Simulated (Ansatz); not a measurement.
# LiNbBr2: the cost of one run

Program: Ansatz 0.2.0. Level of theory: DFT PBE, scalar-relativistic, plane waves, PAW. These are calculated values, not measurements.

1 further run of the same task is left out (set aside as unsound or not needed).

**1. The starting structure**

It takes space group P4/mmm (No. 123, tetragonal). The conventional cell has a = 5.523 Å, b = 5.523 Å, c = 2.578 Å, α = 90.00°, β = 90.00°, γ = 90.00°. Around Li (site symmetry 4/mmm) lie 2 Li at 2.58 Å. Around Nb (site symmetry 4/mmm) lie 2 Nb at 2.58 Å and 4 Br at 2.76 Å. Around Br (site symmetry mmm) lie 2 Br at 2.58 Å and 2 Nb at 2.76 Å.

Coordinates:

```xyz
4
Lattice="5.5233 0.0000 0.0000 0.0000 5.5233 0.0000 0.0000 0.0000 2.5785" Properties=species:S:1:pos:R:3 pbc="T T T"
Li    2.7616    2.7616    1.2892
Nb    0.0000    0.0000    0.0000
Br    2.7616    0.0000    0.0000
Br    0.0000    2.7616    0.0000
```

Recipe of the guess: perovskite family, infinite layers (P4/mmm, No. 123). Lengths come from tabulated atomic sizes and are only a guess.

**2. A first look at the guess**

The input, input.yaml:

```yaml
crystal:
  lattice:
    - [5.52328838, 0.0, 0.0]
    - [0.0, 5.52328838, 0.0]
    - [0.0, 0.0, 2.57847117]
  atoms:
    - { symbol: Li, position: [0.5, 0.5, 0.5] }
    - { symbol: Nb, position: [0.0, 0.0, 0.0] }
    - { symbol: Br, position: [0.5, 0.0, 0.0] }
    - { symbol: Br, position: [0.0, 0.5, 0.0] }
basis:
  ecutwfc: 420
kpoints:
  mp_grid: { grid: [4, 4, 6] }
hamiltonian:
  xc: pbe
scf:
  occupations: { method: gaussian, width: 0.1 }
  lower_state_search: "off"
output:
  forces: true
  stress: true
  eigenvalues: true
```

Command:

```
ansatz run input.yaml --threads 1 --pin off --max-ram 2048MiB --backend cpu --events-out ev --progress --plain --runs-dir out
```

What time and memory should one allow on 1 thread of Arm Neoverse V1, shared host?

About 2.5 s, with a peak of 0.34 GiB.
